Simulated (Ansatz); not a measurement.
**FH₃OSi + NH₃: a complex and its separated parts, part 1 of 2**

The complex below is one end of an elementary step. How strongly is it bound against its free parts?

Computed with Ansatz 0.2.0, Gaussian basis. Level: PBE0-D4/def2-TZVP structures, single points in def2-TZVPP, no counterpoise correction.

Levels: SPW92, PBE-D4, BLYP-D4, r2SCAN-D4, B97M-V, PBE0-D4, B3LYP-D4, r2SCAN0-D4, BHLYP-D4, CAM-B3LYP-D4, wB97X-V, wB97M-V, B2PLYP, PBE-QIDH, RPA on PBE, Hartree-Fock, MP2, CCSD, CCSD(T).

Cores are frozen in the correlated methods. B3LYP uses VWN-RPA correlation. B2PLYP carries no dispersion term here.

94 further runs of the same task are left out: 94 set aside as unsound or not needed. Runs told in other sessions of the task aren't counted.

## (1) The starting structure

The complex: 10 atoms, charge 0, spin multiplicity 1.

Atoms are counted from 1 here; the program's logs count them from 0.

Bond lengths: Si1–H3 1.471 Å, Si1–H4 1.479 Å, Si1–O5 1.648 Å, Si1–F7 1.606 Å, N2–H6 1.013 Å, N2–H8 1.013 Å, N2–H9 1.013 Å, O5–H10 0.958 Å. Angles: H3–Si1–H4 118.2°, H3–Si1–O5 102.1°, H3–Si1–F7 112.5°, H4–Si1–O5 107.9°, H4–Si1–F7 109.0°, O5–Si1–F7 106.2°, H6–N2–H8 107.8°, H6–N2–H9 107.2°, H8–N2–H9 107.7°, Si1–O5–H10 117.8°.

Coordinates:

```
Si   -0.0094    0.9099   -0.2362
N    -0.0541   -1.7684    0.2021
H     0.0778    0.2807   -1.5631
H    -1.2197    0.6607    0.5768
O     0.0261    2.5140   -0.6115
H    -0.0401   -1.9057    1.2053
F     1.2919    0.6307    0.6626
H    -0.8105   -2.3258   -0.1759
H     0.8148   -2.1386   -0.1639
H    -0.0768    3.1424    0.1041
```

Its parts: FH₃OSi holds atoms 1, 3, 4, 5, 7, 10; NH₃ holds atoms 2, 6, 8, 9. Each part counts its atoms afresh in its own runs.

## (2) Relaxing FH₃OSi alone

File relax-a/in.yaml:

```yaml
crystal:
  periodic: [false, false, false]
  atoms:
    - {symbol: Si, position_ang: [-0.009372, 0.909887, -0.236204]}
    - {symbol: H, position_ang: [0.077819, 0.280659, -1.563137]}
    - {symbol: H, position_ang: [-1.219725, 0.660727, 0.576825]}
    - {symbol: O, position_ang: [0.026126, 2.514042, -0.611531]}
    - {symbol: F, position_ang: [1.291883, 0.630744, 0.662586]}
    - {symbol: H, position_ang: [-0.076789, 3.142408, 0.104081]}
basis:
  gaussian: {orbitals: def2-TZVP}
hamiltonian: {xc: pbe0, dispersion: d4}
relax: {f_tol: 0.005, max_steps: 200}
```

Command:

```bash
$ ansatz run in.yaml --threads 4 --pin off --events-out ev --progress --plain --max-ram 9574MiB
```

Standard output, cut to the lines that bear on the results:

```text
Functional definition: PBE0
  name "PBE0"
  cite "Adamo & Barone, J. Chem. Phys. 110, 6158 (1999) doi:10.1063/1.478522"
  cite "Perdew, Burke & Ernzerhof, Phys. Rev. Lett. 77, 3865 (1996) doi:10.1103/PhysRevLett.77.3865"
  parent pbe
[...]
707 factors; their error is unknown
[...]
mean field -12687.55222666 eV, -466.2589443979 hartree, gradient 3.6e-5 eV, S^2 0.000000; 0 other end points of the search recorded, 0 dependent functions left out
[...]
reference -12687.55225124 eV, -466.2589453012 hartree; 17, 17 occupied and 100, 100 virtual orbitals, 707 factors
[...]
reference -12687.62919139 eV, -466.2617727996 hartree; 17, 17 occupied and 100, 100 virtual orbitals, 707 factors
Total energy: -12687.69070179 eV, -466.2640332650 hartree
Atom 0 at     0.004646     0.967398    -0.239364 Å, force    -0.000813     0.002195     0.001873 eV/Å
Atom 1 at     0.076663     0.244090    -1.521861 Å, force     0.000320     0.000223    -0.000236 eV/Å
Atom 2 at    -1.187598     0.625662     0.571395 Å, force     0.000283    -0.000557    -0.000168 eV/Å
Atom 3 at     0.048225     2.554974    -0.604482 Å, force     0.001112    -0.002675    -0.002377 eV/Å
Atom 4 at     1.268790     0.549274     0.640947 Å, force    -0.000489     0.000187    -0.000804 eV/Å
Atom 5 at    -0.120784     3.197069     0.085985 Å, force    -0.000413     0.000626     0.001712 eV/Å
Dipole moment:    -0.264340     0.176547     0.117224 e Å
```

Run time: 15 s. Hardware: 4 threads of Intel Xeon at 2.50GHz, shared host.

Step by step:

| step | energy from step 1 (eV) | largest force component (eV/Å) |
| --- | --- | --- |
| 1 | 0.0000 | 1.4258 |
| 2 | -0.0668 | 0.4942 |
| 3 | -0.0740 | 0.1937 |
| 4 | -0.0762 | 0.0507 |
| 5 | -0.0768 | 0.0328 |
| 6 | -0.0768 | 0.0097 |
| 7 | -0.0768 | 0.0027 |

Distances of close pairs at the start and the end, largest changes first:

| bond | before (Å) | after (Å) | change (Å) |
| --- | --- | --- | --- |
| Si1–O4 | 1.648 | 1.630 | -0.018 |
| Si1–F5 | 1.606 | 1.596 | -0.010 |
| Si1–H2 | 1.471 | 1.474 | +0.003 |
| Si1–H3 | 1.479 | 1.482 | +0.003 |
| O4–H6 | 0.958 | 0.958 | +0.000 |

## (3) Relaxing NH₃ alone

File relax-b/in.yaml:

```yaml
crystal:
  periodic: [false, false, false]
  atoms:
    - {symbol: N, position_ang: [-0.054115, -1.768386, 0.202051]}
    - {symbol: H, position_ang: [-0.040064, -1.905711, 1.205335]}
    - {symbol: H, position_ang: [-0.810524, -2.325773, -0.175914]}
    - {symbol: H, position_ang: [0.814761, -2.138597, -0.163891]}
basis:
  gaussian: {orbitals: def2-TZVP}
hamiltonian: {xc: pbe0, dispersion: d4}
relax: {f_tol: 0.005, max_steps: 200}
```

Command:

```bash
$ ansatz run in.yaml --threads 4 --pin off --events-out ev --progress --plain --max-ram 9574MiB
```

Standard output, cut to the lines that bear on the results:

```text
[... 5 set-up lines as earlier in the session ...]
[...]
287 factors; their error is unknown
[...]
mean field -1537.79878809 eV, -56.5130631048 hartree, gradient 5.8e-6 eV, S^2 0.000000; 0 other end points of the search recorded, 0 dependent functions left out
[...]
Total energy: -1537.80844349 eV, -56.5134179341 hartree
Atom 0 at    -0.053462    -1.762316     0.201255 Å, force    -0.000083    -0.000956     0.000125 eV/Å
Atom 1 at    -0.042066    -1.908349     1.203201 Å, force     0.000071     0.000002    -0.001268 eV/Å
Atom 2 at    -0.806182    -2.326992    -0.172795 Å, force     0.001088     0.000645     0.000566 eV/Å
Atom 3 at     0.811768    -2.140810    -0.164080 Å, force    -0.001077     0.000310     0.000576 eV/Å
Dipole moment:     0.038761    -0.340709     0.082132 e Å
```

Run time: 2.1 s. Hardware: 4 threads of Intel Xeon at 2.50GHz, shared host.

Along the way:

| step | energy from step 1 (eV) | largest force component (eV/Å) |
| --- | --- | --- |
| 1 | 0.0000 | 0.0522 |
| 2 | -0.0004 | 0.0501 |
| 3 | -0.0005 | 0.0185 |
| 4 | -0.0005 | 0.0013 |

Close pairs (by a distance rule), those that changed most:

| bond | before (Å) | after (Å) | change (Å) |
| --- | --- | --- | --- |
| N1–H4 | 1.013 | 1.013 | -0.000 |
| N1–H3 | 1.013 | 1.013 | -0.000 |
| N1–H2 | 1.013 | 1.013 | -0.000 |

## (4) SPW92/def2-TZVPP

File parta/in.yaml:

```yaml
crystal:
  periodic: [false, false, false]
  atoms:
    - {symbol: Si, position_ang: [0.004646, 0.967398, -0.239364]}
    - {symbol: H, position_ang: [0.076663, 0.244090, -1.521861]}
    - {symbol: H, position_ang: [-1.187598, 0.625662, 0.571395]}
    - {symbol: O, position_ang: [0.048225, 2.554974, -0.604482]}
    - {symbol: F, position_ang: [1.268790, 0.549274, 0.640947]}
    - {symbol: H, position_ang: [-0.120784, 3.197069, 0.085985]}
basis:
  gaussian: {orbitals: def2-TZVPP}
hamiltonian: {xc: lda}
```

File partb/in.yaml:

```yaml
crystal:
  periodic: [false, false, false]
  atoms:
    - {symbol: N, position_ang: [-0.053462, -1.762316, 0.201255]}
    - {symbol: H, position_ang: [-0.042066, -1.908349, 1.203201]}
    - {symbol: H, position_ang: [-0.806182, -2.326992, -0.172795]}
    - {symbol: H, position_ang: [0.811768, -2.140810, -0.164080]}
basis:
  gaussian: {orbitals: def2-TZVPP}
hamiltonian: {xc: lda}
```

The same command starts each run, in its folder.

Command:

```bash
$ ansatz run in.yaml --threads 4 --pin off --events-out ev --progress --plain --max-ram 9574MiB
```

Log of parta, cut to the lines that bear on the results:

```text
Functional definition: SPW92
  name "SPW92"
  cite "Dirac, Proc. Camb. Phil. Soc. 26, 376 (1930) doi:10.1017/S0305004100016108"
  cite "Slater, Phys. Rev. 81, 385 (1951) doi:10.1103/PhysRev.81.385"
  cite "Perdew & Wang, Phys. Rev. B 45, 13244 (1992) doi:10.1103/PhysRevB.45.13244"
[...]
772 factors; their error is unknown
[...]
mean field -12631.77455074 eV, -464.2091526154 hartree, gradient 3.4e-5 eV, S^2 0.000000; 0 other end points of the search recorded, 0 dependent functions left out
reference -12631.77458089 eV, -464.2091537233 hartree; 17, 17 occupied and 129, 129 virtual orbitals, 772 factors
Total energy: -12631.77458089 eV, -464.2091537233 hartree
```

Log of partb, cut to the lines that bear on the results:

```text
[... 5 set-up lines as earlier in the session ...]
[...]
332 factors; their error is unknown
[...]
mean field -1526.58941998 eV, -56.1011264246 hartree, gradient 8.6e-5 eV, S^2 0.000000; 0 other end points of the search recorded, 0 dependent functions left out
reference -1526.58943938 eV, -56.1011271376 hartree; 5, 5 occupied and 68, 68 virtual orbitals, 332 factors
Total energy: -1526.58943938 eV, -56.1011271376 hartree
```

Wall times: 0.96 s (parta), 0.35 s (partb) on 4 threads of Intel Xeon at 2.50GHz, shared host.

## (5) PBE-D4/def2-TZVPP

The same edit goes into each in.yaml of step 4 (parta, partb):

```diff
-hamiltonian: {xc: lda}
+hamiltonian: {xc: pbe, dispersion: d4}
```

Each run has its own folder and the same command.

Command:

```bash
$ ansatz run in.yaml --threads 4 --pin off --events-out ev --progress --plain --max-ram 9574MiB
```

parta printed, cut to the lines that bear on the results:

```text
Functional definition: PBE
  name "PBE"
[... 2 set-up lines as earlier in the session ...]
[...]
772 factors; their error is unknown
[...]
mean field -12686.83711890 eV, -466.2326646725 hartree, gradient 5.4e-5 eV, S^2 0.000000; 0 other end points of the search recorded, 0 dependent functions left out
reference -12686.83715150 eV, -466.2326658705 hartree; 17, 17 occupied and 129, 129 virtual orbitals, 772 factors
Total energy: -12686.91184222 eV, -466.2354107038 hartree
```

Output in partb, cut to the lines that bear on the results:

```text
[... 4 set-up lines as earlier in the session ...]
[...]
332 factors; their error is unknown
[...]
mean field -1537.73155341 eV, -56.5105922758 hartree, gradient 5.8e-5 eV, S^2 0.000000; 0 other end points of the search recorded, 0 dependent functions left out
reference -1537.73157375 eV, -56.5105930235 hartree; 5, 5 occupied and 68, 68 virtual orbitals, 332 factors
Total energy: -1537.74295186 eV, -56.5110111611 hartree
```

Times: 1.3 s (parta), 0.51 s (partb) on 4 threads of Intel Xeon at 2.50GHz, shared host.

## (6) BLYP-D4/def2-TZVPP

Each input of step 5 (parta, partb) changes in the same lines:

```diff
-hamiltonian: {xc: pbe, dispersion: d4}
+hamiltonian: {xc: {name: BLYP}, dispersion: d4}
```

The same command starts each run, in its folder.

Command:

```bash
$ ansatz run in.yaml --threads 4 --pin off --events-out ev --progress --plain --max-ram 9574MiB
```

Log of parta, cut to the lines that bear on the results:

```text
Functional definition: BLYP
  name "BLYP"
  cite "Becke, Phys. Rev. A 38, 3098 (1988) doi:10.1103/PhysRevA.38.3098"
  cite "Lee, Yang & Parr, Phys. Rev. B 37, 785 (1988) doi:10.1103/PhysRevB.37.785"
[...]
772 factors; their error is unknown
[...]
mean field -12695.22453494 eV, -466.5408965267 hartree, gradient 2.3e-5 eV, S^2 0.000000; 0 other end points of the search recorded, 0 dependent functions left out
reference -12695.22481249 eV, -466.5409067266 hartree; 17, 17 occupied and 129, 129 virtual orbitals, 772 factors
Total energy: -12695.39584712 eV, -466.5471921332 hartree
```

partb printed, cut to the lines that bear on the results:

```text
[... 4 set-up lines as earlier in the session ...]
[...]
332 factors; their error is unknown
[...]
mean field -1539.10794444 eV, -56.5611737135 hartree, gradient 5.5e-5 eV, S^2 0.000000; 0 other end points of the search recorded, 0 dependent functions left out
reference -1539.10813002 eV, -56.5611805333 hartree; 5, 5 occupied and 68, 68 virtual orbitals, 332 factors
Total energy: -1539.13557973 eV, -56.5621892915 hartree
```

Wall times: 1.5 s (parta), 0.51 s (partb) on 4 threads of Intel Xeon at 2.50GHz, shared host.

## (7) r2SCAN-D4/def2-TZVPP

Each input of step 6 (parta, partb) changes in the same lines:

```diff
-hamiltonian: {xc: {name: BLYP}, dispersion: d4}
+hamiltonian: {xc: r2scan, dispersion: d4}
```

Each run has its own folder and the same command.

Command:

```bash
$ ansatz run in.yaml --threads 4 --pin off --events-out ev --progress --plain --max-ram 9574MiB
```

Output in parta, cut to the lines that bear on the results:

```text
Functional definition: r2SCAN
  name "r2SCAN"
  cite "Furness, Kaplan, Ning, Perdew & Sun, J. Phys. Chem. Lett. 11, 8208 (2020) doi:10.1021/acs.jpclett.0c02405"
  cite "Furness, Kaplan, Ning, Perdew & Sun, J. Phys. Chem. Lett. 11, 9248 (2020) doi:10.1021/acs.jpclett.0c03077"
  parent r2scan
[...]
772 factors; their error is unknown
[...]
mean field -12693.04795916 eV, -466.4609088421 hartree, gradient 2.7e-5 eV, S^2 0.000000; 0 other end points of the search recorded, 0 dependent functions left out
reference -12693.04796854 eV, -466.4609091868 hartree; 17, 17 occupied and 129, 129 virtual orbitals, 772 factors
Total energy: -12693.06487863 eV, -466.4615306213 hartree
```

Log of partb, cut to the lines that bear on the results:

```text
[... 5 set-up lines as earlier in the session ...]
[...]
332 factors; their error is unknown
[...]
mean field -1538.76470053 eV, -56.5485597324 hartree, gradient 3.0e-5 eV, S^2 0.000000; 0 other end points of the search recorded, 0 dependent functions left out
reference -1538.76470699 eV, -56.5485599697 hartree; 5, 5 occupied and 68, 68 virtual orbitals, 332 factors
Total energy: -1538.76741998 eV, -56.5486596704 hartree
```

They took 2.4 s (parta), 0.96 s (partb) on 4 threads of Intel Xeon at 2.50GHz, shared host.

## (8) B97M-V/def2-TZVPP

The same edit goes into each in.yaml of step 7 (parta, partb):

```diff
-hamiltonian: {xc: r2scan, dispersion: d4}
+hamiltonian: {xc: {name: B97M-V}}
```

One command serves all of them, each in its own folder.

Command:

```bash
$ ansatz run in.yaml --threads 4 --pin off --events-out ev --progress --plain --max-ram 9574MiB
```

Output in parta, cut to the lines that bear on the results:

```text
Functional definition: B97M-V
  name "B97M-V"
  cite "Mardirossian & Head-Gordon, J. Chem. Phys. 142, 074111 (2015) doi:10.1063/1.4907719"
  cite "Becke, J. Chem. Phys. 107, 8554 (1997) doi:10.1063/1.475007"
  cite "Vydrov & Van Voorhis, J. Chem. Phys. 133, 244103 (2010) doi:10.1063/1.3521275"
  # Of w^i u^j: cxij and so on, Table III.
[...]
  gx(w, u) = cx00 + cx01*u + cx02*u^2 + (cx10 + cx11*u)*w
[...]
  gos(w, u) = cos00 + cos01*u + cos03*u^3 + cos10*w + cos32*w^3*u^2
[...]
      + integral(e_c_pw_mod_opposite_spin*gos(b97_w_opposite, b97_u_opposite)) + vv10(b, c)
772 factors; their error is unknown
[...]
mean field -12692.21275227 eV, -466.4302155550 hartree, gradient 3.7e-5 eV, S^2 0.000000; 0 other end points of the search recorded, 0 dependent functions left out
reference -12692.21280083 eV, -466.4302173395 hartree; 17, 17 occupied and 129, 129 virtual orbitals, 772 factors
Total energy: -12692.21280083 eV, -466.4302173395 hartree
```

partb printed, cut to the lines that bear on the results:

```text
[... 5 set-up lines as earlier in the session ...]
  # Of w^i u^j: cxij and so on, Table III.
[...]
  gx(w, u) = cx00 + cx01*u + cx02*u^2 + (cx10 + cx11*u)*w
[...]
  gos(w, u) = cos00 + cos01*u + cos03*u^3 + cos10*w + cos32*w^3*u^2
[...]
      + integral(e_c_pw_mod_opposite_spin*gos(b97_w_opposite, b97_u_opposite)) + vv10(b, c)
332 factors; their error is unknown
[...]
mean field -1539.38741454 eV, -56.5714440500 hartree, gradient 4.5e-5 eV, S^2 0.000000; 0 other end points of the search recorded, 0 dependent functions left out
reference -1539.38744736 eV, -56.5714452562 hartree; 5, 5 occupied and 68, 68 virtual orbitals, 332 factors
Total energy: -1539.38744736 eV, -56.5714452562 hartree
```

Wall times: 3.7 s (parta), 1.2 s (partb) on 4 threads of Intel Xeon at 2.50GHz, shared host.

## (9) PBE0-D4/def2-TZVPP

The same edit goes into each in.yaml of step 8 (parta, partb):

```diff
-hamiltonian: {xc: {name: B97M-V}}
+hamiltonian: {xc: pbe0, dispersion: d4}
+output: {orbitals: {seedname: orbitals}}
```

The same command starts each run, in its folder.

Command:

```bash
$ ansatz run in.yaml --threads 4 --pin off --events-out ev --progress --plain --max-ram 9574MiB
```

parta printed, cut to the lines that bear on the results:

```text
[... 5 set-up lines as earlier in the session ...]
[...]
775 factors; their error is unknown
[...]
mean field -12687.68468242 eV, -466.2638120575 hartree, gradient 7.5e-5 eV, S^2 0.000000; 0 other end points of the search recorded, 0 dependent functions left out
reference -12687.68470636 eV, -466.2638129373 hartree; 17, 17 occupied and 129, 129 virtual orbitals, 775 factors
Total energy: -12687.74621676 eV, -466.2660734028 hartree
```

Log of partb, cut to the lines that bear on the results:

```text
[... 5 set-up lines as earlier in the session ...]
[...]
332 factors; their error is unknown
[...]
mean field -1537.87183707 eV, -56.5157476055 hartree, gradient 6.8e-6 eV, S^2 0.000000; 0 other end points of the search recorded, 0 dependent functions left out
reference -1537.87185299 eV, -56.5157481904 hartree; 5, 5 occupied and 68, 68 virtual orbitals, 332 factors
Total energy: -1537.88096888 eV, -56.5160831932 hartree
```

They took 1.7 s (parta), 0.56 s (partb) on 4 threads of Intel Xeon at 2.50GHz, shared host.

## (10) B3LYP-D4/def2-TZVPP

The same edit goes into each in.yaml of step 9 (parta, partb):

```diff
-hamiltonian: {xc: pbe0, dispersion: d4}
-output: {orbitals: {seedname: orbitals}}
+hamiltonian: {xc: {name: B3LYP}, dispersion: d4}
```

The same command starts each run, in its folder.

Command:

```bash
$ ansatz run in.yaml --threads 4 --pin off --events-out ev --progress --plain --max-ram 9574MiB
```

Output in parta, cut to the lines that bear on the results:

```text
Functional definition: B3LYP
  name "B3LYP"
  cite "Stephens, Devlin, Chabalowski & Frisch, J. Phys. Chem. 98, 11623 (1994) doi:10.1021/j100096a001"
[... 2 set-up lines as earlier in the session ...]
  cite "Vosko, Wilk & Nusair, Can. J. Phys. 58, 1200 (1980) doi:10.1139/p80-159"
[...]
775 factors; their error is unknown
[...]
mean field -12696.59799073 eV, -466.5913700961 hartree, gradient 7.4e-5 eV, S^2 0.000000; 0 other end points of the search recorded, 0 dependent functions left out
reference -12696.59819529 eV, -466.5913776137 hartree; 17, 17 occupied and 129, 129 virtual orbitals, 775 factors
Total energy: -12696.71962375 eV, -466.5958400271 hartree
```

Output in partb, cut to the lines that bear on the results:

```text
[... 6 set-up lines as earlier in the session ...]
[...]
332 factors; their error is unknown
[...]
mean field -1539.85469830 eV, -56.5886164114 hartree, gradient 2.1e-5 eV, S^2 0.000000; 0 other end points of the search recorded, 0 dependent functions left out
reference -1539.85483791 eV, -56.5886215422 hartree; 5, 5 occupied and 68, 68 virtual orbitals, 332 factors
Total energy: -1539.87289899 eV, -56.5892852747 hartree
```

They took 2.1 s (parta), 0.56 s (partb) on 4 threads of Intel Xeon at 2.50GHz, shared host.

## (11) r2SCAN0-D4/def2-TZVPP

The same edit goes into each in.yaml of step 10 (parta, partb):

```diff
-hamiltonian: {xc: {name: B3LYP}, dispersion: d4}
+hamiltonian: {xc: {name: r2SCAN0}, dispersion: d4}
```

Each run has its own folder and the same command.

Command:

```bash
$ ansatz run in.yaml --threads 4 --pin off --events-out ev --progress --plain --max-ram 9574MiB
```

parta printed, cut to the lines that bear on the results:

```text
Functional definition: r2SCAN0
  name "r2SCAN0"
  cite "Bursch, Neugebauer, Ehlert & Grimme, J. Chem. Phys. 156, 134105 (2022) doi:10.1063/5.0086040"
[... 3 set-up lines as earlier in the session ...]
[...]
775 factors; their error is unknown
[...]
mean field -12692.29931597 eV, -466.4333967126 hartree, gradient 3.0e-5 eV, S^2 0.000000; 0 other end points of the search recorded, 0 dependent functions left out
reference -12692.29932336 eV, -466.4333969840 hartree; 17, 17 occupied and 129, 129 virtual orbitals, 775 factors
Total energy: -12692.31906695 eV, -466.4341225475 hartree
```

partb printed, cut to the lines that bear on the results:

```text
[... 6 set-up lines as earlier in the session ...]
[...]
332 factors; their error is unknown
[...]
mean field -1538.56922443 eV, -56.5413761181 hartree, gradient 4.2e-5 eV, S^2 0.000000; 0 other end points of the search recorded, 0 dependent functions left out
reference -1538.56922952 eV, -56.5413763050 hartree; 5, 5 occupied and 68, 68 virtual orbitals, 332 factors
Total energy: -1538.57223088 eV, -56.5414866030 hartree
```

Times: 3.1 s (parta), 1 s (partb) on 4 threads of Intel Xeon at 2.50GHz, shared host.

## (12) BHLYP-D4/def2-TZVPP

The same edit goes into each in.yaml of step 11 (parta, partb):

```diff
-hamiltonian: {xc: {name: r2SCAN0}, dispersion: d4}
+hamiltonian: {xc: {name: BHLYP}, dispersion: d4}
```

Each run has its own folder and the same command.

Command:

```bash
$ ansatz run in.yaml --threads 4 --pin off --events-out ev --progress --plain --max-ram 9574MiB
```

parta printed, cut to the lines that bear on the results:

```text
Functional definition: BHLYP
  name "BHLYP"
  cite "Becke, J. Chem. Phys. 98, 1372 (1993) doi:10.1063/1.464304"
[... 2 set-up lines as earlier in the session ...]
[...]
839 factors; their error is unknown
[...]
mean field -12694.04889778 eV, -466.4976926579 hartree, gradient 3.5e-5 eV, S^2 0.000000; 0 other end points of the search recorded, 0 dependent functions left out
reference -12694.04903526 eV, -466.4976977103 hartree; 17, 17 occupied and 129, 129 virtual orbitals, 839 factors
Total energy: -12694.13666603 eV, -466.5009180819 hartree
```

partb printed, cut to the lines that bear on the results:

```text
[... 5 set-up lines as earlier in the session ...]
[...]
346 factors; their error is unknown
[...]
mean field -1538.73559428 eV, -56.5474900975 hartree, gradient 7.6e-5 eV, S^2 0.000000; 0 other end points of the search recorded, 0 dependent functions left out
reference -1538.73569093 eV, -56.5474936492 hartree; 5, 5 occupied and 68, 68 virtual orbitals, 346 factors
Total energy: -1538.74639123 eV, -56.5478868779 hartree
```

They took 2.1 s (parta), 0.51 s (partb) on 4 threads of Intel Xeon at 2.50GHz, shared host.

(Continued in part 2 of 2.)
